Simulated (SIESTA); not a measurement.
NiMoIrPdW in SIESTA: the effect of functional

Crystal: NiMoIrPdW.

```
Ni Mo Pd Ir W
1.0
     4.14670    0.00000    0.00000
    -2.07335    3.59115    0.00000
     0.00000    0.00000    5.41629
Ni Mo Pd Ir W
1 1 1 1 1
Direct
  0.00000 0.00000 0.02221
  0.66667 0.33333 0.45996
  0.33333 0.66667 0.74601
  0.33333 0.66667 0.25641
  0.66667 0.33333 0.99985
```

The cell was built by a generator and needn't be a form met in nature.

Alike in all runs:

```yaml
Program: SIESTA 5.4.2
Task: band structure
Basis: DZP (energy shift 0.003 Ry; two zetas on semicore shells)
Grid_cutoff: 800 Ry
Energy_shift: 0.003 Ry
k_mesh: 7 × 7 × 5
Occupations: fermi-dirac, width 0.05 eV
Spin: collinear spin, ferromagnetic start
Starting_moments: "[1.0, 1.0, 0.0, 0.6, 0.0] μB"
```

Task: One run gave: pressure 12.2 GPa; largest force 0.76 eV/Å. Which functional did it use?
A. RPBE
B. LDA
C. BLYP
D. PBE

Result: C.

| functional | potentials or basis | pressure (GPa) | largest force (eV/Å) |
| --- | --- | --- | --- |
| LDA | PseudoDojo 0.4 standard (LDA files) | -10.1 | 0.40 |
| PBE | PseudoDojo 0.4 standard (PBE files) | 2.9 | 0.71 |
| RPBE | PseudoDojo 0.4 standard (PBE files) | 6.6 | 0.74 |
| BLYP | PseudoDojo 0.4 standard (PBE files) | 12.2 | 0.76 |

Caveats: short orbitals over semicore shells can move pressures by several GPa; the basis of atomic orbitals isn't converged, which shifts pressures, moduli and gaps; the potentials were made for another functional, which shifts forces and pressure (some runs).
